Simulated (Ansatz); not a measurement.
# GaB2As3: the cost of one run

Program: Ansatz 0.2.0. Level of theory: DFT PBE, scalar-relativistic, plane waves, PAW. These are calculated values, not measurements.

## 1. The structure to begin with

It takes space group Cmc2_1 (No. 36, orthorhombic). The conventional cell has a = 11.000 Å, b = 6.351 Å, c = 6.047 Å, α = 90.00°, β = 90.00°, γ = 90.00°. Ga (site symmetry m) is surrounded by 4 As at 2.25 to 2.26 Å. B (site symmetry 1) is surrounded by 4 As at 2.25 to 2.26 Å. As (site symmetry 1) has 1 Ga at 2.25 Å and 3 B at 2.25 to 2.26 Å as nearest neighbours. As (site symmetry m) is surrounded by 2 B at 2.25 Å and 2 Ga at 2.25 to 2.26 Å.

As a file:

```
Ga B As
1.0
     5.49977   -3.17529    0.00000
     5.49977    3.17529    0.00000
     0.00000    0.00000    6.04670
Ga B As
2 4 6
Direct
  0.83333 0.16667 0.49998
  0.16667 0.83333 0.99998
  0.16667 0.50000 0.49998
  0.50000 0.83333 0.49998
  0.50000 0.16667 0.99998
  0.83333 0.50000 0.99998
  0.16667 0.50000 0.87402
  0.83333 0.16667 0.87402
  0.50000 0.83333 0.87402
  0.50000 0.16667 0.37402
  0.16667 0.83333 0.37402
  0.83333 0.50000 0.37402
```

The start is an ordering of an alloy on its end members' structure types: elements ordered on the sites of the GaAs type, B/Ga on Ga (Cmc2_1, No. 36).

## 2. A first look at the guess

The input, input.yaml:

```yaml
crystal:
  lattice:
    - [5.49977015, -3.17529378, 0.0]
    - [5.49977015, 3.17529378, 0.0]
    - [0.0, 0.0, 6.04670374]
  atoms:
    - { symbol: Ga, position: [0.83333333, 0.16666667, 0.49998409] }
    - { symbol: Ga, position: [0.16666667, 0.83333333, 0.99998409] }
    - { symbol: B, position: [0.16666667, 0.5, 0.49998409] }
    - { symbol: B, position: [0.5, 0.83333333, 0.49998409] }
    - { symbol: B, position: [0.5, 0.16666667, 0.99998409] }
    - { symbol: B, position: [0.83333333, 0.5, 0.99998409] }
    - { symbol: As, position: [0.16666667, 0.5, 0.8740159] }
    - { symbol: As, position: [0.83333333, 0.16666667, 0.8740159] }
    - { symbol: As, position: [0.5, 0.83333333, 0.8740159] }
    - { symbol: As, position: [0.5, 0.16666667, 0.3740159] }
    - { symbol: As, position: [0.16666667, 0.83333333, 0.3740159] }
    - { symbol: As, position: [0.83333333, 0.5, 0.3740159] }
basis:
  ecutwfc: 420
kpoints:
  mp_grid: { grid: [3, 3, 4] }
hamiltonian:
  xc: pbe
scf:
  occupations: { method: gaussian, width: 0.1 }
  lower_state_search: "off"
output:
  forces: true
  stress: true
  eigenvalues: true
```

Run with:

```bash
$ ansatz run input.yaml --threads 1 --pin off --max-ram 2560MiB --backend cpu --events-out ev --progress --plain --runs-dir out
```

**Question.** How long does this run take on 1 thread of Intel Xeon at 2.50GHz (Skylake/Cascade Lake), shared host, and how much memory does it need?

About 30 s, with a peak of 0.53 GiB.
